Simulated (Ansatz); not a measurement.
# Te: the cost of one run

Program: Ansatz 0.2.0. Level of theory: DFT r2SCAN, scalar-relativistic, plane waves, PAW. These are calculated values, not measurements.

1 further run of the same task is left out (it didn't finish).

## Step 1: The system as given

The structure is trigonal, space group R-3m (No. 166). The conventional cell has a = 4.612 Å, b = 4.612 Å, c = 5.073 Å, α = 90.00°, β = 90.00°, γ = 120.00°. Te (site symmetry -3m) has 6 Te at 3.15 Å as nearest neighbours.

As a file:

```xyz
1
Lattice="2.3059 1.3313 1.6910 -2.3059 1.3313 1.6910 0.0000 -2.6626 1.6910" Properties=species:S:1:pos:R:3 pbc="T T T"
Te    0.0000    0.0000    2.5364
```

The structure comes from the Materials Project (structure only).

(A quick probe on a coarse mesh, which set the mesh and smearing, is not shown.)

## Step 3: Relaxing cell and atoms

File input.yaml:

```yaml
crystal:
  lattice:
    - [2.3059043427, 1.331314493, 1.6909537039]
    - [-2.3059043427, 1.331314493, 1.6909537039]
    - [0.0, -2.6626289859, 1.6909537039]
  atoms:
    - { symbol: Te, position: [0.5, 0.5, 0.5] }
basis:
  ecutwfc: 500
kpoints:
  mp_grid: { grid: [15, 15, 15] }
hamiltonian:
  xc: r2scan
scf:
  occupations: { method: gaussian, width: 0.1 }
output:
  forces: true
  stress: true
  eigenvalues: true
  write_density: true
  write_potential: true
  elf: true
  volumetric_format: npy
relax:
  adjacent_minimum: "off"
  f_tol: 0.005
  max_steps: 80
  cell: { stress_tol: 0.05 }
```

Command:

```
$ ansatz run input.yaml --threads 1 --pin off --max-ram 2560MiB --backend cpu --events-out ev --progress --plain --runs-dir out
```

What time and memory should one allow on 1 thread of Arm Neoverse V1, shared host?

About 2.7 min, with a peak of 0.5 GiB.
